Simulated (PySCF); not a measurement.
# C5H5F3O: the cost of one run

Programs: PySCF 2.14.0, with density-fitted response routines of our own. Each step states its level of theory. These are calculated values for one molecule, in the gas phase or a continuum, unless marked as measured. Atoms are numbered from 0 throughout.

## Step 1: The molecule as given

14 atoms, charge 0, multiplicity 1; geometry from: GFN2-xTB. The atoms were then displaced at random by about 0.01 Å, so the start is not that level's minimum.

Bonds of the start (Å): O0–C1 1.21, C1–C2 1.53, C2–C3 1.51, C3–C4 1.54, C4–F5 1.35, C4–F6 1.35, C4–F7 1.32, C3–C8 1.53, C8–C1 1.53, C2–H9 1.07, C2–H10 1.09, C3–H11 1.11, C8–H12 1.05, C8–H13 1.09.

## Step 2: Optimising the geometry at PBE0-D3(BJ)/def2-SVP

The job: settings as JSON, then the geometry in Å.

```
{"job": {"xc": "PBE0", "basis": "def2-SVP", "d3": "d3bj", "grid": 1, "shake": 0.01, "kind": "geom"}, "charge": 0, "multiplicity": 1}
O      2.897600     0.124650    -0.192300
C      1.698860    -0.017240    -0.070990
C      0.607730    -0.644050    -0.943980
C     -0.339900    -0.432110     0.216560
C     -1.578680     0.409400    -0.141250
F     -1.240820     1.587900    -0.700260
F     -2.301290     0.714480     0.951460
F     -2.379980    -0.198560    -0.998700
C      0.710800     0.299250     1.058190
H      0.405680    -0.063340    -1.820660
H      0.804570    -1.675670    -1.219870
H     -0.735940    -1.354560     0.678900
H      0.924240    -0.128840     1.997730
H      0.519970     1.363620     1.177410
```

Launch:

```bash
$ OMP_NUM_THREADS=1 python probes_run.py task.json out
```

This one command runs all jobs of the session in turn.

Q: Estimate the wall time and peak memory of this first job on 1 thread of Arm Neoverse V2, shared host.

About 2.8 min, with a peak of 0.59 GiB.
